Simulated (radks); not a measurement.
# Spin polarisation of the 3p shell in S⁺

One table from this session's results is given with a row withheld; the runs are named, their logs left out.

The numbers are computed with radks (a radial shooting solver on a logarithmic mesh, Libxc functionals) version 1 (scalar-relativistic Kohn-Sham, PBEsol, spin-polarised, spherical densities, point nucleus), except any that are marked as measured or tabulated.

### The atom as given

* element: sulfur (Z = 16)
* charge: +1
* electrons: 15
* configuration: [Ne] 3s2 3p(up 1.5, down 1.5)

A shell typed twice in an input gives spin up, then spin down.

Set-up of the first run:

The run's settings:

```text
Z 16
configuration [Ne] 3s2 3p1.5 3p1.5
relativity scalar-relativistic
functional pbe_sol,pbe_sol
spin polarised
nucleus point
c 137.035999084
```

Steps of the session up to this table: No moment.

One of the session's tables, all rows but one given; the rest of the session is left out.

It belongs to the step «No moment». Radial moments (bohr):

| level | <r> | outermost maximum (interpolated) | 90 % within | nodes |
| --- | --- | --- | --- | --- |
| 1s | ? | ? | ? | ? |
| 2s | 0.4795 | 0.389 | 0.751 | 1 |
| 2p | 0.4426 | 0.326 | 0.737 | 0 |
| 3s | 1.638 | 1.39 | 2.47 | 2 |
| 3p | 1.894 | 1.55 | 2.93 | 1 |

Q: Estimate the row for 1s from the others.

The run gave: <r>: 0.09698; outermost maximum (interpolated): 0.0634; 90 % within: 0.173; nodes: 0. In the column «<r>» it is the lowest.
